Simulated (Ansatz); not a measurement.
# SrLi2CaP2: the cost of one run

Computed with Ansatz 0.2.0 (DFT PBE, scalar-relativistic, plane waves, PAW, unless a step's input says otherwise).

2 further runs of the same task are left out: 1 that didn't finish, 1 set aside as unsound or not needed.

### 1 The starting structure

It takes space group P4/mmm (No. 123, tetragonal). The conventional cell has a = 4.005 Å, b = 4.005 Å, c = 7.258 Å, α = 90.00°, β = 90.00°, γ = 90.00°. Li (site symmetry mmm) has 2 Ca at 2.00 Å and 4 P at 2.67 Å as nearest neighbours. Sr (site symmetry 4/mmm) is surrounded by 8 P at 3.39 Å and 2 Ca at 3.63 Å. Around Ca (site symmetry 4/mmm) lie 4 Li at 2.00 Å. P (site symmetry 4mm) has 4 Li at 2.67 Å and 4 Ca at 3.34 Å and 4 Sr at 3.39 Å as nearest neighbours.

As a file:

```cif
data_structure
_symmetry_space_group_name_H-M 'P4/mmm'
_symmetry_Int_Tables_number 123
_cell_length_a 4.0048
_cell_length_b 4.0048
_cell_length_c 7.2583
_cell_angle_alpha 90.000
_cell_angle_beta 90.000
_cell_angle_gamma 90.000
_cell_volume 116.41
loop_
_atom_site_label
_atom_site_type_symbol
_atom_site_symmetry_multiplicity
_atom_site_Wyckoff_symbol
_atom_site_fract_x
_atom_site_fract_y
_atom_site_fract_z
_atom_site_occupancy
Li1 Li 2 f 0.00000 0.50000 0.00000 1
Sr1 Sr 1 d 0.50000 0.50000 0.50000 1
Ca1 Ca 1 c 0.50000 0.50000 0.00000 1
P1 P 2 g 0.00000 0.00000 0.24300 1
```

Recipe of the guess: species swapped into a database cell of BaTi2As2O (P4/mmm, No. 123), with Sr on the Ba sites, Li on the Ti sites, P on the As sites and Ca on the O sites. The dimensions are guesses.

### 2 The guess as it stands, on a coarse mesh

input.yaml reads:

```yaml
crystal:
  lattice:
    - [4.00475714, 0.0, 0.0]
    - [0.0, 4.00475714, 0.0]
    - [0.0, 0.0, 7.25826089]
  atoms:
    - { symbol: Li, position: [0.0, 0.5, 0.0] }
    - { symbol: Li, position: [0.5, 0.0, 0.0] }
    - { symbol: Sr, position: [0.5, 0.5, 0.5] }
    - { symbol: Ca, position: [0.5, 0.5, 0.0] }
    - { symbol: P, position: [0.0, 0.0, 0.24300499] }
    - { symbol: P, position: [0.0, 0.0, 0.75699501] }
basis:
  ecutwfc: 420
kpoints:
  mp_grid: { grid: [4, 4, 4] }
hamiltonian:
  xc: pbe
scf:
  occupations: { method: gaussian, width: 0.1 }
  lower_state_search: "off"
output:
  forces: true
  stress: true
  eigenvalues: true
```

Launch:

```sh
> ansatz run input.yaml --threads 1 --pin off --max-ram 2048MiB --backend cpu --events-out ev --progress --plain --runs-dir out
```

What time and memory should one allow on 1 thread of Arm Neoverse V1, shared host?

About 4.8 s, with a peak of 0.36 GiB.
